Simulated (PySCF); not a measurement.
The system is Cl3Ga, in a box.

```xyz
4
Lattice="11.0000 0.0000 0.0000 0.0000 13.0000 0.0000 0.0000 0.0000 13.0000" Properties=species:S:1:pos:R:3 pbc="T T T"
Cl    6.3055    7.1395    8.0411
Ga    5.4414    6.6973    6.1911
Cl    5.3211    4.7556    5.4610
Cl    4.7542    8.3077    5.0306
```

The cell isn't the ideal one: atoms moved at random, drawn with an rms of 0.05 Å.

Program: PySCF 2.14.0. Alike in all runs: task atomic charges; potentials or basis def2-svp (all-electron); no spin polarisation; cell atoms moved at random, drawn with an rms of 0.05 Å; k mesh 1 × 1 × 1; smearing fixed.

Order these runs on this cell by their band gap on the k mesh, lowest first.
A. level LDA; three-centre integrals read from an earlier run's file
B. level PBE
C. level SCAN+D3(BJ); three-body dispersion term no; three-centre integrals read from an earlier run's file

A (5.14 eV), B (5.30 eV), C (5.91 eV).

Caveats: this is a molecule in a periodic box at the Γ point, so its band gap is the HOMO-LUMO gap; relativity is left out, which matters for the heavier elements; the basis of atomic orbitals isn't converged, which shifts pressures, moduli and gaps.

